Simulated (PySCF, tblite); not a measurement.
**C₅H₉BCl₂: geometry, infrared bands and NMR shifts**

What infrared bands and NMR shifts should C₅H₉BCl₂ (`Cl[C@@H]1CBCC[C@@H]1Cl`) show?

Programs: tblite 0.8.0 and PySCF 2.14.0, with density-fitted response routines of our own. Each step states its level of theory. These are calculated values for one molecule in the gas phase, unless marked as measured. Atoms count from 0, in the outputs and in this text.

## (1) Starting geometry

17 atoms, charge 0, multiplicity 1; geometry from: force field or distance geometry start.

Bonds of the start (Å): Cl0–C1 1.76, C1–C2 1.51, C2–B3 1.58, B3–C4 1.60, C4–C5 1.52, C5–C6 1.53, C6–Cl7 1.77, C6–C1 1.52, C1–H8 1.11, C2–H9 1.12, C2–H10 1.13, B3–H11 1.18, C4–H12 1.09, C4–H13 1.11, C5–H14 1.10, C5–H15 1.10, C6–H16 1.12.

## (2) Geometry optimisation with GFN2-xTB

The job: settings as JSON, then the geometry in Å.

```
{"job": {"kind": "relax", "xc": "GFN2-xTB", "basis": "xTB"}, "charge": 0, "multiplicity": 1}
Cl    -1.094100     2.741500     0.777300
C     -0.464900     1.301600    -0.024400
C     -1.512400     0.241800    -0.258100
B     -0.884300    -1.147800    -0.689600
C      0.496600    -1.539700     0.019300
C      1.379000    -0.311800    -0.135500
C      0.733600     0.763400     0.732400
Cl     0.324700     0.093000     2.322900
H     -0.092700     1.617200    -1.022600
H     -2.200600     0.108000     0.614100
H     -2.182100     0.611000    -1.092600
H     -1.020400    -1.445900    -1.827300
H      0.936100    -2.428200    -0.444600
H      0.334600    -1.704200     1.104900
H      1.317200     0.052300    -1.171900
H      2.422600    -0.495000     0.173400
H      1.500200     1.554900     0.912500
```

Command:

```bash
> OMP_NUM_THREADS=1 python probes_run.py task.json out
```

The driver reads the jobs from task.json and runs them one after another.

**Question.** This job is followed by: GFN2-xTB harmonic vibrations, gas phase; GIAO PBE0/pcSseg-1 NMR shielding, non-relativistic, gas phase. Predict these results of the whole session: strongest single infrared mode (GFN2-xTB); zero-point energy (GFN2-xTB); ¹³C shifts against TMS (PBE0/pcSseg-1); ¹H shifts against TMS (PBE0/pcSseg-1); ³⁵Cl shifts against HCl (PBE0/pcSseg-1); ¹¹B shifts against BF3·OEt2 (PBE0/pcSseg-1).

As calculated:

```
                                   quantity                                                     value
  strongest single infrared mode (GFN2-xTB)                                     2654 cm⁻¹, 137 km/mol
               zero-point energy (GFN2-xTB)                                             82.2 kcal/mol
     ¹³C shifts against TMS (PBE0/pcSseg-1)                          72.7, 69.6, 39.6, 35.1, 24.7 ppm
      ¹H shifts against TMS (PBE0/pcSseg-1)  7.84, 4.53, 4.28, 2.50, 2.34, 2.08, 1.83, 1.82, 1.62 ppm
    ³⁵Cl shifts against HCl (PBE0/pcSseg-1)                                               218, 92 ppm
¹¹B shifts against BF3·OEt2 (PBE0/pcSseg-1)                                                  87.2 ppm
```

Relaxing lowered the energy by 0.758 eV in 72 steps; the close pair that moved most is C2–H10, from 1.132 to 1.091 Å. All 45 modes are real, so the xTB geometry is a minimum. The strongest single mode, at 2654 cm⁻¹, moves mainly H11. GFN2-xTB is a fitted tight-binding method: band positions and strengths are rough. Its intensities can rank the bands wrongly. At PBE0/pcSseg-1: The widest tensor belongs to Cl0: span 568 ppm, with a paramagnetic part of -414 ppm.
